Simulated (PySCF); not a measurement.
# C3H13B2NSi: magnetic properties

Aim: compute the magnetic properties of C3H13B2NSi (`CCBC[SiH2]BN`).

Programs: PySCF 2.14.0, with routines of our own; each step states its level. All values are computed. Atoms count from 0.

### 1 The starting structure

20 atoms, charge 0, multiplicity 1; geometry from: GFN2-xTB.

### 2 Magnetic properties: GIAO KT3/pcSseg-1

What the job is given:

```
{"job": {"kind": "mag", "xc": "KT3", "basis": "pcSseg-1", "isotopologues": 2}, "charge": 0, "multiplicity": 1}
C     -2.674072     0.798058     0.103846
C     -2.524929    -0.577879    -0.544438
B     -1.184220    -1.372205    -0.269624
C     -0.003461    -0.784960     0.531212
Si     1.157104     0.129234    -0.717108
B      2.688381     0.913758     0.230625
N      3.971475     0.505401    -0.072664
H     -1.872711     1.459392    -0.217691
H     -2.636646     0.717055     1.188393
H     -3.624517     1.257409    -0.166223
H     -3.375629    -1.199124    -0.243743
H     -2.633294    -0.464674    -1.628737
H     -1.082982    -2.440905    -0.750748
H      0.614597    -1.539208     1.018823
H     -0.280188    -0.049123     1.284351
H      0.335699     1.100938    -1.474344
H      1.533540    -0.858835    -1.759077
H      2.596760     1.740207     1.064394
H      4.802681     0.866233     0.369364
H      4.187265    -0.190094    -0.769043
```

With the program's defaults for keys left out, this is: GIAO KT3/pcSseg-1 magnetisability, rotational g tensor and spin-rotation constants, non-relativistic, gas phase.

Launch:

```sh
> OMP_NUM_THREADS=1 python excited_run.py task.json out
```

One launch serves the whole session: the jobs run in the order shown.

What it wrote:

```text
coarse grid: 16176 points
cycle   1  E = -521.9703182293  dE =  2.296e-01  |g| = 7.058e-01  |ddm| = 3.855e+00
cycle   2  E = -521.8006326231  dE =  1.697e-01  |g| = 1.060e+00  |ddm| = 1.778e+00
cycle   3  E = -522.1071060337  dE = -3.065e-01  |g| = 1.262e-01  |ddm| = 1.171e+00
cycle   4  E = -522.1112750405  dE = -4.169e-03  |g| = 5.305e-02  |ddm| = 1.573e-01
cycle   5  E = -522.1119688451  dE = -6.938e-04  |g| = 1.609e-02  |ddm| = 5.195e-02
cycle   6  E = -522.1120282350  dE = -5.939e-05  |g| = 5.397e-03  |ddm| = 1.962e-02
cycle   7  E = -522.1120362451  dE = -8.010e-06  |g| = 1.233e-03  |ddm| = 6.959e-03
final grid: 148800 points
cycle   8  E = -522.1135218319  dE = -2.062e-04  |g| = 1.072e-02  |ddm| = 5.015e-02
cycle   9  E = -522.1135116826  dE =  1.015e-05  |g| = 9.702e-03  |ddm| = 1.516e-02
cycle  10  E = -522.1135284210  dE = -1.674e-05  |g| = 4.502e-03  |ddm| = 1.179e-02
cycle  11  E = -522.1135336793  dE = -5.258e-06  |g| = 7.904e-04  |ddm| = 3.527e-03
cycle  12  E = -522.1135338349  dE = -1.555e-07  |g| = 1.677e-04  |ddm| = 8.338e-04
cycle  13  E = -522.1135338419  dE = -7.016e-09  |g| = 5.378e-05  |ddm| = 2.511e-04
cycle  14  E = -522.1135338428  dE = -9.391e-10  |g| = 1.178e-05  |ddm| = 7.929e-05
converged SCF energy = -522.1135338428

Magnetisability tensor (1e-30 J/T^2)
    -1183.31      -27.24       69.81
      -27.24    -1310.66      118.65
       69.81      118.65    -1372.04
isotropic -1288.67   principal values   -1481.34  -1225.80  -1158.87
isotropic susceptibility -77.606 1e-6 cm^3/mol

Inertial axes            a          b          c
rot. const./GHz      5.2739     0.7927     0.7550
chi total           -71.725    -76.129    -84.963
chi diamagnetic    -371.160  -1647.335  -1731.220
chi paramagnetic    299.436   1571.206   1646.257
quadrupole/D A       14.984     -9.491     -5.493
g nuclear            0.6735     0.5819     0.5831
g electronic        -0.7419    -0.5852    -0.5839
g total             -0.0684    -0.0033    -0.0008

Spin-rotation constants (kHz, H = +C I.J)
atom  isotope        aa         bb         cc
  2    11B        1.901      0.376      0.160
  5    11B        1.789      0.226      0.156
  6    14N        0.458      0.077      0.057
  7     1H       -0.090     -0.061     -0.070
  8     1H       -0.577     -0.083      0.018
  9     1H       -0.085     -0.062     -0.070
 10     1H        0.047     -0.079     -0.070
 11     1H       -0.502     -0.095      0.022
 12     1H       -0.423      0.081     -0.064
 13     1H       -0.365     -0.047     -0.050
 14     1H       -0.523     -0.016     -0.051
 15     1H       -0.300     -0.035     -0.032
 16     1H       -0.438     -0.007     -0.041
 17     1H       -0.436      0.018     -0.032
 18     1H        0.124     -0.069     -0.064
 19     1H       -0.519      0.005     -0.049
  0    13C*       0.742      0.104      0.102
  1    13C*       0.910      0.126      0.107
  3    13C*       0.774      0.132      0.085
  4   29Si*      -2.628     -0.414     -0.404
* in the singly substituted isotopologue

Isotopologues: g along a, b, c
2H    at 7,8,9,10,11,12    -0.0505    -0.0029    -0.0004
13C   at 0                 -0.0674    -0.0032    -0.0008
```

Run time: 74 s. Hardware: 1 thread of Arm Neoverse N1, shared host; peak memory 0.7 GiB.

In short:

```
              quantity                      value
       magnetisability           -1289·10⁻³⁰ J/T²
  molar susceptibility         -77.6·10⁻⁶ cm³/mol
rotational g (a, b, c)  -0.0684, -0.0033, -0.0008
```

### 3 Magnetic properties: GIAO X3LYP/pcseg-1 in dichloromethane

The job, as its differences from that of step 2:

```diff
@@ -1,2 +1,2 @@
-{"job": {"kind": "mag", "xc": "KT3", "basis": "pcSseg-1", "isotopologues": 2}, "charge": 0, "multiplicity": 1}
+{"job": {"kind": "mag", "xc": "X3LYP", "basis": "pcseg-1", "solvent": "dichloromethane", "scf": {"aux": "def2-qzvpp-jkfit"}}, "charge": 0, "multiplicity": 1}
 C     -2.674072     0.798058     0.103846
```

Method: GIAO X3LYP/pcseg-1 magnetisability, non-relativistic, IEF-PCM dichloromethane.

What it wrote:

```text
final grid: 148800 points
cycle   1  E = -515.8603485226  dE =  3.349e-01  |g| = 5.371e-01  |ddm| = 4.156e+00
cycle   2  E = -515.8320339839  dE =  2.831e-02  |g| = 6.395e-01  |ddm| = 1.139e+00
cycle   3  E = -515.9383819902  dE = -1.063e-01  |g| = 6.923e-02  |ddm| = 6.369e-01
cycle   4  E = -515.9393892567  dE = -1.007e-03  |g| = 3.273e-02  |ddm| = 7.953e-02
cycle   5  E = -515.9396345798  dE = -2.453e-04  |g| = 8.489e-03  |ddm| = 2.928e-02
cycle   6  E = -515.9396518236  dE = -1.724e-05  |g| = 1.941e-03  |ddm| = 9.275e-03
cycle   7  E = -515.9396528611  dE = -1.037e-06  |g| = 3.908e-04  |ddm| = 2.291e-03
cycle   8  E = -515.9396528993  dE = -3.825e-08  |g| = 1.103e-04  |ddm| = 4.482e-04
cycle   9  E = -515.9396529027  dE = -3.437e-09  |g| = 1.644e-05  |ddm| = 1.328e-04
cycle  10  E = -515.9396529028  dE = -8.197e-11  |g| = 6.384e-06  |ddm| = 2.888e-05
converged SCF energy = -515.9396529028

Magnetisability tensor (1e-30 J/T^2)
    -1205.73      -31.93       72.30
      -31.93    -1328.96      128.93
       72.30      128.93    -1398.86
isotropic -1311.18   principal values   -1516.56  -1236.76  -1180.24
isotropic susceptibility -78.961 1e-6 cm^3/mol

Inertial axes            a          b          c
rot. const./GHz      5.2739     0.7927     0.7550
chi total           -73.141    -76.964    -86.779
chi diamagnetic    -373.121  -1646.535  -1730.871
chi paramagnetic    299.980   1569.571   1644.093
quadrupole/D A       17.855    -11.310     -6.545
```

It took 53 s on 1 thread of Arm Neoverse N1, shared host; peak memory 0.84 GiB.

Key values:

```
            quantity               value
     magnetisability    -1311·10⁻³⁰ J/T²
molar susceptibility  -79.0·10⁻⁶ cm³/mol
```

### 4 Results

| quantity | value |
| --- | --- |
| magnetisability (step 2, GIAO KT3/pcSseg-1) | -1289·10⁻³⁰ J/T² |
| molar susceptibility (step 2, GIAO KT3/pcSseg-1) | -77.6·10⁻⁶ cm³/mol |
| rotational g (a, b, c) (step 2, GIAO KT3/pcSseg-1) | -0.0684, -0.0033, -0.0008 |

**Reading.** The values above hold for this geometry and these levels alone. Vibrational averaging and real surroundings are missing from these values.
